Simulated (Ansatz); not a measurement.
# Sr3AgIrO6: the cost of one run

Program: Ansatz 0.2.0. Level of theory: DFT PBE, scalar-relativistic, plane waves, PAW. These are calculated values, not measurements.

## (1) The system as given

Symmetry: R-3c, No. 167, trigonal system. Conventional cell: a = 9.600 Å, b = 9.600 Å, c = 11.903 Å, α = 90.00°, β = 90.00°, γ = 120.00°. Ir (site symmetry -3) has 6 O at 1.99 Å as nearest neighbours. Around O (site symmetry 1) lie 1 Ir at 1.99 Å and 1 Ag at 2.46 Å and 4 Sr at 2.57 to 2.78 Å. Sr (site symmetry 2) has 8 O at 2.57 to 2.78 Å as nearest neighbours. Ag (site symmetry 32) is surrounded by 6 O at 2.46 Å.

Structure file:

```
Ir O Sr Ag
1.0
     4.79980    2.77117    3.96773
    -4.79980    2.77117    3.96773
     0.00000   -5.54233    3.96773
Ir O Sr Ag
2 12 6 2
Direct
  0.00000 0.00000 0.00000
  0.50000 0.50000 0.50000
  0.92690 0.06150 0.72350
  0.07310 0.93850 0.27650
  0.72350 0.92690 0.06150
  0.27650 0.07310 0.93850
  0.06150 0.72350 0.92690
  0.93850 0.27650 0.07310
  0.77650 0.43850 0.57310
  0.22350 0.56150 0.42690
  0.43850 0.57310 0.77650
  0.56150 0.42690 0.22350
  0.57310 0.77650 0.43850
  0.42690 0.22350 0.56150
  0.10627 0.39373 0.75000
  0.89373 0.60627 0.25000
  0.75000 0.10627 0.39373
  0.25000 0.89373 0.60627
  0.39373 0.75000 0.10627
  0.60627 0.25000 0.89373
  0.75000 0.75000 0.75000
  0.25000 0.25000 0.25000
```

Starting moments: Ir 2.00 μB.

## (2) First run, at the start cell

input.yaml

```yaml
crystal:
  lattice:
    - [4.7998, 2.77116582, 3.96773333]
    - [-4.7998, 2.77116582, 3.96773333]
    - [0.0, -5.54233164, 3.96773333]
  atoms:
    - { symbol: Ir, position: [1.0, 0.0, 0.0], spin: 2.0 }
    - { symbol: Ir, position: [0.5, 0.5, 0.5], spin: 2.0 }
    - { symbol: O, position: [0.9269, 0.06149967, 0.7235] }
    - { symbol: O, position: [0.0731, 0.93850033, 0.2765] }
    - { symbol: O, position: [0.7235, 0.9269, 0.06149967] }
    - { symbol: O, position: [0.2765, 0.0731, 0.93850033] }
    - { symbol: O, position: [0.06149967, 0.7235, 0.9269] }
    - { symbol: O, position: [0.93850033, 0.2765, 0.0731] }
    - { symbol: O, position: [0.7765, 0.43850033, 0.5731] }
    - { symbol: O, position: [0.2235, 0.56149967, 0.4269] }
    - { symbol: O, position: [0.43850033, 0.5731, 0.7765] }
    - { symbol: O, position: [0.56149967, 0.4269, 0.2235] }
    - { symbol: O, position: [0.5731, 0.7765, 0.43850033] }
    - { symbol: O, position: [0.4269, 0.2235, 0.56149967] }
    - { symbol: Sr, position: [0.10626667, 0.39373333, 0.75] }
    - { symbol: Sr, position: [0.89373333, 0.60626667, 0.25] }
    - { symbol: Sr, position: [0.75, 0.10626667, 0.39373333] }
    - { symbol: Sr, position: [0.25, 0.89373333, 0.60626667] }
    - { symbol: Sr, position: [0.39373333, 0.75, 0.10626667] }
    - { symbol: Sr, position: [0.60626667, 0.25, 0.89373333] }
    - { symbol: Ag, position: [0.75, 0.75, 0.75] }
    - { symbol: Ag, position: [0.25, 0.25, 0.25] }
basis:
  ecutwfc: 420
  ecutrho_ratio: 4
kpoints:
  mp_grid: { grid: [4, 4, 4] }
hamiltonian:
  xc: pbe
scf:
  occupations: { method: gaussian, width: 0.05 }
output:
  forces: true
  stress: true
  eigenvalues: true
  populations: true
magnetization:
  spin_polarized: true
relax:
  f_tol: 0.03
  max_steps: 60
  cell: { stress_tol: 0.3 }
```

Command:

```console
ansatz run input.yaml --threads 8 --pin off --max-ram 22528MiB --backend cpu --events-out ev --progress --plain --runs-dir out
```

What time and memory should one allow on 8 threads of Arm Neoverse V2, shared host?

About 93 s, with a peak of 2.3 GiB.
